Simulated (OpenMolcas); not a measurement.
**GeH3Cl (SMILES [Cl][GeH3]) at HF/def2-SVP**

Aim: the vertical ionisation energy of GeH3Cl at HF/def2-SVP, from 2 runs. 

The results are computed with OpenMolcas 26.06.

11 further runs of the same task are left out: 1 that didn't finish, 10 set aside as unsound or not needed.

### Step 1. The structure to begin with

The species is GeH3Cl (5 atoms), meant as a singlet with charge 0. SMILES: `[Cl][GeH3]`. Geometry: relaxed at PBE0-D4/def2-TZVP.

Bond lengths: Cl1–Ge2 2.155 Å, Ge2–H3 1.532 Å, Ge2–H4 1.532 Å, Ge2–H5 1.532 Å. Angles: Cl1–Ge2–H3 107.1°, Cl1–Ge2–H4 107.1°, Cl1–Ge2–H5 107.1°, H3–Ge2–H4 111.7°, H3–Ge2–H5 111.7°, H4–Ge2–H5 111.7°.

### Step 2. Energy and forces at HF/def2-SVP

File input.xyz:

```xyz
5

Cl    -1.875800    -0.025100     0.641300
Ge     0.161800    -0.013900    -0.060600
H      0.160400     0.656200    -1.438100
H      0.619000    -1.473700    -0.140600
H      0.984500     0.782900     0.956700
```

File job.input:

```
* ClGeH3 Hartree-Fock

&GATEWAY
 BASLIB=$CurrDir
 COORD=input.xyz
 BASIS=def2-SVP
 GROUP=NoSym

&SEWARD

&SCF
 THRESHOLDS=1e-06 0.001 0.001 0.01
 PRORBITALS=0

&ALASKA
```

The basis set def2-SVP is read from a file made from the Basis Set Exchange's data (not shown).

Command:

```console
$ export MOLCAS_MEM=1860
$ pymolcas job.input > job.log
```

The log of the run:

```text
--- Start Module: gateway ---
[...]
--- Stop Module: gateway /rc=_RC_ALL_IS_WELL_ ---
[...]
      Basis functions           65
[...]
--- Start Module: scf ---
[...]
       Convergence after   7 Iterations
[...]
::    Total SCF energy                              -2536.2378624796
[...]
      Total spin, S                                     0.0000000000
[...]
      Total electronic charge=   52.000000
      Total            charge=   -0.000000
[...]
      Dipole Moment (debye):
      Origin of the operator (angstrom)=   -0.4634   -0.0173    0.1548
                   X=  2.0694E+00               Y=  1.1272E-02               Z= -7.1312E-01           Total=  2.1889E+00
      Quadrupole Moment (debye*angstrom):
[...]
--- Stop Module: scf /rc=_RC_ALL_IS_WELL_ ---
--- Start Module: alaska ---
[...]
 *              Molecular gradients               *
 **************************************************
  Irreducible representation: a
 ------------------------------------------------------------------------------------------
                              X                       Y                       Z
 ------------------------------------------------------------------------------------------
  CL1               5.96507637086319E-03    3.34738468989459E-05   -2.05110764214211E-03
  GE2              -5.58846817086689E-03   -4.72856698175428E-05    1.90736570738359E-03
  H3               -7.91192818317132E-04    1.04182749800463E-03   -1.87379325397874E-03
  H4               -7.98410254629900E-05   -2.26795935868918E-03    1.52313691459183E-04
  H5                4.94425643884355E-04    1.23994368356861E-03    1.86522149729029E-03
 ------------------------------------------------------------------------------------------
--- Stop Module: alaska /rc=_RC_ALL_IS_WELL_ ---
[...]
```

Wall time 3.9 s (1 thread of Arm Neoverse V1, shared host); peak memory 0.4 GiB.

### Step 3. The doublet cation, same level

input.xyz is that of step 2.

File job.input:

```
&GATEWAY
 BasLib=$CurrDir
 Coord=input.xyz
 Basis=def2-SVP
 Group=NoSym

&SEWARD

&SCF
 UHF
 Charge=1
 Spin=2
 Thresholds=1e-06 0.001 0.001 0.01
 PrOrbitals=0

&ALASKA
```

The basis set def2-SVP is read from a file made from the Basis Set Exchange's data (not shown).

Command:

```console
$ export MOLCAS_MEM=1860
$ pymolcas job.input > job.log
```

The log of the run:

```text
--- Start Module: gateway ---
[...]
--- Stop Module: gateway /rc=_RC_ALL_IS_WELL_ ---
[...]
      Basis functions           65
[...]
--- Start Module: scf ---
[...]
       Convergence after  20 Iterations
[...]
::    Total SCF energy                              -2535.8491709677
[...]
      Total spin, S                                     0.5045523984
[...]
      Total electronic charge=   51.000000
      Total            charge=    1.000000
[...]
      Dipole Moment (debye):
      Origin of the operator (angstrom)=   -0.4634   -0.0173    0.1548
                   X= -1.1862E+00               Y=  5.4654E-02               Z=  5.4108E-01           Total=  1.3049E+00
      Center of Charge (angstrom)
[...]
--- Stop Module: scf /rc=_RC_ALL_IS_WELL_ ---
[...]
--- Start Module: alaska ---
[...]
 *              Molecular gradients               *
 **************************************************
  Irreducible representation: a
 ------------------------------------------------------------------------------------------
                              X                       Y                       Z
 ------------------------------------------------------------------------------------------
  CL1               5.11559519418228E-02   -8.04735006717711E-04   -1.99395631428345E-02
  GE2              -8.33578583852379E-02    2.74471157896639E-03    3.55348361617276E-02
  H3                9.40958799712810E-03    6.26728818482913E-04   -6.46690418416807E-03
  H4                1.03924991091158E-02   -2.57387090037042E-03   -4.51073558426174E-03
  H5                1.23998193372055E-02    7.16550962387430E-06   -4.61763325046416E-03
 ------------------------------------------------------------------------------------------
--- Stop Module: alaska /rc=_RC_ALL_IS_WELL_ ---
[...]
```

Run time: 5.4 s. Hardware: 1 thread of Arm Neoverse V1, shared host; peak memory 0.4 GiB.

### Step 4. Results

Level: HF/def2-SVP.

| quantity | value |
| --- | --- |
| singlet GeH3Cl: total energy | -2536.23786 Eh |
| singlet GeH3Cl: dipole moment | 2.19 D |
| singlet GeH3Cl: HOMO energy | -11.93 eV |
| singlet GeH3Cl: LUMO energy | 3.36 eV |
| singlet GeH3Cl: HOMO–LUMO gap | 15.28 eV |
| singlet GeH3Cl: largest force on an atom | 0.324 eV/Å |
| doublet cation: total energy | -2535.84917 Eh |
| doublet cation: HOMO energy (highest over α and β) | -18.67 eV |
| doublet cation: LUMO energy (lowest over α and β) | -9.19 eV |
| doublet cation: ⟨S²⟩ | 0.759 |
| doublet cation: largest force on an atom | 4.662 eV/Å |
| vertical ionisation energy (to the doublet cation) | 10.577 eV |

What this shows: Removing an electron at fixed nuclei costs 10.58 eV (1021 kJ/mol). The largest force (singlet GeH3Cl) is 0.32 eV/Å: the shape isn't a stationary point for this species at this level. The negative HOMO energy of the first species, 11.93 eV, lies 1.35 eV above that difference. Mulliken charges (singlet GeH3Cl) run from -0.36 on Cl1 to +0.72 on Ge2; they depend strongly on the basis.
